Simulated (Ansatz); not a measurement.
Fe3Ge under changes of volume

One of the cells (11.889 Å³/atom); the others are scaled copies at fixed shape and fractional positions:

```
CELL_PARAMETERS angstrom
0.00000 2.87559 2.87559
2.87559 0.00000 2.87559
2.87559 2.87559 0.00000
ATOMIC_POSITIONS crystal
Ge 0.00000 0.00000 0.00000
Fe 0.75000 0.75000 0.75000
Fe 0.25000 0.25000 0.25000
Fe 0.50000 0.50000 0.50000
```

The cell comes from a database or a generator and needn't be the stable form of this composition.

```yaml
Program: Ansatz 0.2.0
Functional: PBEsol
Potentials_or_basis: all-electron LAPW, scalar-relativistic
Cutoff: 305 eV (chosen from the basis error)
Basis_error_allowed: 0.001 eV/atom
k_mesh: 8 × 8 × 8
Occupations: fermi-dirac, width 0.05 eV
Spin: collinear spin, ferromagnetic start
Starting_moments: "[0.0, 3.0, 3.0, 3.0] μB"
```

```tsv
volume (Å³/atom)	energy over the lowest point (meV/atom)	pressure (GPa)	moment (μB per cell)
11.176	0.00	-0.5	5.05
11.414	4.44	-5.0	5.12
11.651	15.34	-8.6	5.28
11.889	30.31	-10.9	5.66
12.127	47.79	-13.3	5.94
12.365	69.08	-15.6	6.13
12.602	?	?	?
```

Question: What does the run at 12.602 Å³/atom give?

Answer: Energy over the lowest point 93.75 meV/atom; pressure -17.7 GPa; moment 6.30 μB per cell.

Worked out: A Birch-Murnaghan fit of order 3 (a polynomial in V^(-2/3)) to the other rows has its minimum at 11.12 Å³/atom, just outside them, with B0 = V·E''(V) = 231 GPa (rough, since the energies scatter). It gives 91.32 meV/atom at 12.602 Å³/atom, against the run's 93.75, and -dE/dV = -15.6 GPa, against -17.7. A parabola through the other rows of the moment, of slope 1.55 μB per Å³/atom there, extrapolates to 6.53 μB, against the run's 6.30. The fit is too stiff a form for this range.

Energies are extrapolated to zero smearing.
